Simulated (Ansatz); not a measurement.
**K+ with Br−: structure and interaction energy**

The task here is to estimate one member of a computed series from the others.

Computed with Ansatz 0.2.0, Gaussian basis. Level: PBE0-D4 structure, single points in def2-TZVPPD.

Levels: PBE-D4, revPBE-D4, BLYP-D4, r2SCAN-D4, B97M-V, PBE0-D4, B3LYP-D4, HSE06-D4, wB97X-V, wB97M-V, B2PLYP, Hartree-Fock, MP2, CCSD, CCSD(T). The reference is CCSD(T) extrapolated to the basis limit. For elements past Ar these valence bases correlate outer-core shells poorly and lack relativity, so that limit is rough.

Correlated methods freeze the cores. Filled d shells of the heavier atoms are correlated. The outer core shell of Li, Na, Mg and K is correlated. B3LYP uses VWN-RPA correlation. B2PLYP carries no dispersion term here.

150 further runs of the same task are left out: 150 set aside as unsound or not needed.

### Starting geometry

The pair, from a GFN2-xTB docking trial: 2 atoms, charge 0, spin multiplicity 1.

Atoms are counted from 1 here; the program's logs count them from 0.

Bond lengths: K1–Br2 2.820 Å.

As a file:

```
K     0.0000    0.0000   -1.4099
Br    0.0000    0.0000    1.4099
```

Atoms 1 to 1 are fragment A (K+), the rest fragment B (Br−).

Set-up of the first run:

pre/in.yaml

```yaml
crystal:
  periodic: [false, false, false]
  atoms:
    - {symbol: K, position_ang: [0.000000, -0.000000, -1.409900]}
    - {symbol: Br, position_ang: [0.000000, 0.000000, 1.409900]}
basis:
  gaussian: {orbitals: def2-SVP}
hamiltonian: {xc: pbe, dispersion: d4}
relax: {f_tol: 0.03, max_steps: 250}
```

Started as:

```console
$ ansatz run in.yaml --threads 2 --pin off --events-out ev --progress --plain --max-ram 5222MiB
```

Among the steps run: A first relaxation in a small basis; Relaxation at PBE0-D4; wB97X-V/def2-TZVPPD; wB97M-V/def2-TZVPPD; B2PLYP/def2-TZVPPD; B97M-V/def2-TZVPPD; CCSD(T)/def2-TZVPPD; Hartree-Fock/STO-3G; SPW92/def2-SVP; wB97M-V/def2-SVP; CCSD(T)/def2-SVP; Vibrations of the pair.

One of the session's tables, all rows but one given; the rest of the session is left out.

| method | interaction (kcal/mol) |
| --- | --- |
| PBE-D4 | -111.82 |
| revPBE-D4 | -109.84 |
| BLYP-D4 | -110.30 |
| r2SCAN-D4 | -110.62 |
| B97M-V | -110.44 |
| PBE0-D4 | -111.54 |
| B3LYP-D4 | -110.72 |
| HSE06-D4 | -111.60 |
| wB97X-V | -110.70 |
| wB97M-V | -110.77 |
| B2PLYP | -109.65 |
| Hartree-Fock | ? |
| MP2 | -108.81 |
| CCSD | -108.23 |
| CCSD(T) | -108.37 |
| CCSD(T)/CBS | -112.32 |

Q: Estimate the row for Hartree-Fock from the others.

The run gave: interaction (kcal/mol): -106.05. In the column «interaction (kcal/mol)» it is the highest.
